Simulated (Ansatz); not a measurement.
What does this script print? It uses Ansatz 0.2.0 through its Python package.

`ti3in.py`
```python
"""Run a YAML input for Ti3In from Python."""

from collections import Counter

import ansatz as az
import numpy as np
import pandas as pd

INPUT = """
crystal:
  lattice:
    - [0.0, 3.321058, 3.321058]
    - [3.321058, 0.0, 3.321058]
    - [3.321058, 3.321058, 0.0]
  atoms:
    - { symbol: Ti, position: [0.75, 0.75, 0.75] }
    - { symbol: Ti, position: [0.0, 0.0, 0.0] }
    - { symbol: Ti, position: [0.25, 0.25, 0.25] }
    - { symbol: In, position: [0.5, 0.5, 0.5] }
kpoints:
  mp_grid: { grid: [6, 6, 6] }
hamiltonian:
  xc: r2scan
scf:
  occupations: { method: fermi_dirac, width: 0.1 }
basis:
  ecutwfc: 600
output:
  forces: true
  stress: true
  eigenvalues: true
"""

outcome = az.Session.from_yaml(INPUT).plan(threads=1).execute()
report = outcome.report

energy = report["free_energy_ev"]
print("Ti3In: {:.6f} eV = {:.6f} Ry = {:.6f} Ha".format(energy, energy / 13.605693, energy / 27.211386))
print("Fermi level {:.4f} eV, {} k-points, {} symmetry operations".format(report["fermi_energy_ev"], report["n_kpoints"], report["n_symmetry_ops"]))

# the stress is positive in compression
stress = np.array(report["stress_gpa"])
print(f"pressure {np.trace(stress) / 3:.3f} GPa")
print("stress tensor, GPa, positive in compression")
print(np.round(stress, 3) + 0.0)

fermi = report["fermi_energy_ev"]
print("levels less the Fermi level (eV) at the first k-points")
for k, levels in list(zip(report["kpoints_frac"], report["eigenvalues_ev"]))[:6]:
    print("k = ({:.3f}, {:.3f}, {:.3f})".format(*k))
    print("   ", " ".join(f"{e - fermi:.3f}" for e in levels))

# forces in eV per angstrom
table = pd.DataFrame(report["forces_ev_ang"], columns=["fx", "fy", "fz"])
table.insert(0, "atom", [site["symbol"] for site in report["lattice"]["sites"]])
print(table.round(4).to_string())

told = Counter((n["data"]["severity"], n["data"]["kind"]) for n in outcome.notices if n["event"] == "notice")
for (severity, kind), count in sorted(told.items()):
    print(f"{severity:8s} {kind} x{count}")
```

`python ti3in.py` gives:
```text
Ti3In: -13125.259892 eV = -964.688818 Ry = -482.344409 Ha
Fermi level 13.1369 eV, 16 k-points, 48 symmetry operations
pressure -2.067 GPa
stress tensor, GPa, positive in compression
[[-2.067  0.     0.   ]
 [ 0.    -2.067  0.   ]
 [ 0.     0.    -2.067]]
levels less the Fermi level (eV) at the first k-points
k = (0.000, 0.000, 0.000)
    -59.177 -59.139 -58.803 -34.403 -34.403 -34.403 -34.377 -34.377 -34.377 -33.981 -33.981 -33.981 -14.455 -14.455 -14.455 -14.402 -14.402 -8.382 -1.759 -1.759 -1.759 -1.319 -1.319 0.002 0.002 0.002 2.436 2.436 2.436 2.856
k = (0.000, 0.000, 0.167)
    -59.173 -59.140 -58.805 -34.431 -34.415 -34.415 -34.369 -34.369 -34.344 -33.989 -33.977 -33.977 -14.459 -14.454 -14.454 -14.398 -14.398 -8.064 -2.277 -1.891 -1.891 -0.973 -0.973 -0.165 -0.064 -0.064 1.846 2.083 2.083 2.829
k = (0.000, 0.000, 0.333)
    -59.163 -59.145 -58.810 -34.432 -34.432 -34.432 -34.362 -34.362 -34.340 -33.995 -33.968 -33.968 -14.466 -14.451 -14.451 -14.390 -14.390 -7.200 -3.558 -1.952 -1.952 -0.480 -0.480 -0.420 -0.103 -0.103 1.253 1.493 1.493 2.701
k = (0.000, 0.000, -0.500)
    -59.155 -59.151 -58.812 -34.438 -34.438 -34.415 -34.361 -34.359 -34.359 -33.993 -33.964 -33.964 -14.469 -14.450 -14.450 -14.386 -14.386 -6.424 -4.555 -1.949 -1.949 -0.417 -0.328 -0.328 0.016 0.016 0.997 1.185 1.185 2.577
k = (0.000, 0.167, 0.167)
    -59.171 -59.141 -58.806 -34.444 -34.444 -34.388 -34.376 -34.345 -34.345 -33.999 -33.972 -33.972 -14.463 -14.452 -14.452 -14.400 -14.396 -7.961 -2.640 -1.594 -1.594 -1.127 -0.992 -0.442 0.020 0.020 1.870 1.870 2.067 2.627
k = (0.000, 0.167, 0.333)
    -59.164 -59.144 -58.810 -34.462 -34.458 -34.409 -34.355 -34.335 -34.332 -34.007 -33.966 -33.964 -14.469 -14.451 -14.449 -14.397 -14.388 -7.287 -3.291 -1.970 -1.613 -0.841 -0.706 -0.538 -0.029 0.056 1.281 1.365 1.862 2.470
  atom   fx   fy   fz
0   Ti -0.0  0.0  0.0
1   Ti -0.0 -0.0 -0.0
2   Ti  0.0 -0.0 -0.0
3   In  0.0 -0.0  0.0
audit    band_cg_iterations x1
audit    preconditioner_resolved x1
```

Reading the output:
- Absolute energies stand on the zero of these potentials, so only differences at equal settings mean something. A total without «per atom» is that of the cell as typed.
- The computed bands are complete only to about 2.0 eV above the Fermi level.
- The mesh is modest for a metal, so energies can be off by several to tens of meV an atom and pressures by half a GPa or more; differences at equal mesh fare better.
- An absolute Fermi energy rests on an arbitrary zero of the periodic potential and has no direct meaning.
- The structure comes from a database of computed cells and needn't be a stable or known phase.
- Levels are Kohn-Sham eigenvalues on this mesh, without spin-orbit coupling.
- Wall time of the script: 11 s on 1 thread of Arm Neoverse V1, on a shared host, peak memory 0.76 GiB.

(Lines on the test bed's own set-up are left out of the output.)
